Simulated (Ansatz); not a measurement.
# Ti: a trigonal deformation path

The task here is to estimate one member of a computed series from the others.

Program: Ansatz 0.2.0. Level of theory: DFT PBEsol, scalar-relativistic, plane waves, PAW. These are calculated values, not measurements.

**The system as given**

Symmetry: Fm-3m, No. 225, cubic system. Conventional cell: a = 4.060 Å, b = 4.060 Å, c = 4.060 Å, α = 90.00°, β = 90.00°, γ = 90.00°. Ti (site symmetry m-3m) is surrounded by 12 Ti at 2.87 Å.

Coordinates:

```cif
data_structure
_symmetry_space_group_name_H-M 'P 1'
_symmetry_Int_Tables_number 1
_cell_length_a 2.8709
_cell_length_b 2.8709
_cell_length_c 2.8709
_cell_angle_alpha 60.000
_cell_angle_beta 60.000
_cell_angle_gamma 60.000
_cell_volume 16.73
loop_
_atom_site_label
_atom_site_type_symbol
_atom_site_fract_x
_atom_site_fract_y
_atom_site_fract_z
_atom_site_occupancy
Ti1 Ti 0.00000 0.00000 0.00000 1
```

No relaxation comes first: the listed cell is the starting point.

Set-up of the first run:

input.yaml

```yaml
crystal:
  lattice:
    - [0.0, 2.03, 2.03]
    - [2.03, 0.0, 2.03]
    - [2.03, 2.03, 0.0]
  atoms:
    - { symbol: Ti, position: [0.0, 0.0, 0.0] }
basis:
  ecutwfc: 420
kpoints:
  mp_grid: { grid: [22, 22, 22] }
hamiltonian:
  xc: pbesol
scf:
  occupations: { method: gaussian, width: 0.15 }
output:
  forces: true
  stress: true
  eigenvalues: true
```

Among the steps run: The reference: the undisturbed cell on the scan's mesh; ρ = 0.500; Point ρ = 2.000; At ρ = 0.710.

One of the session's tables, all rows but one given; the rest of the session is left out.

It belongs to the step «The scan collected». The scan, with free energies counted from the undisturbed cell:

| ρ | ΔE (meV/atom) | pressure (GPa) |
| --- | --- | --- |
| 0.500 | 791.7 | 4.0 |
| 0.710 | ? | ? |
| 1.000 | 0.0 | -0.3 |
| 2.000 | 1767.9 | 26.2 |

Estimate the missing values for ρ = 0.710.

Worked estimate for «ΔE (meV/atom)». A straight line through the neighbours (0.500, 791.7) and (1.000, 0.0) gives 791.7 + (0.0 − 791.7) × (0.710 − 0.500) / (1.000 − 0.500) = 459.2; a parabola fitted to 3 rows on both sides gives 323.1.

As computed: ΔE (meV/atom): 375.0; pressure (GPa): 0.9. In «ΔE (meV/atom)» the line misses by +84.2 and the parabola by -51.9.
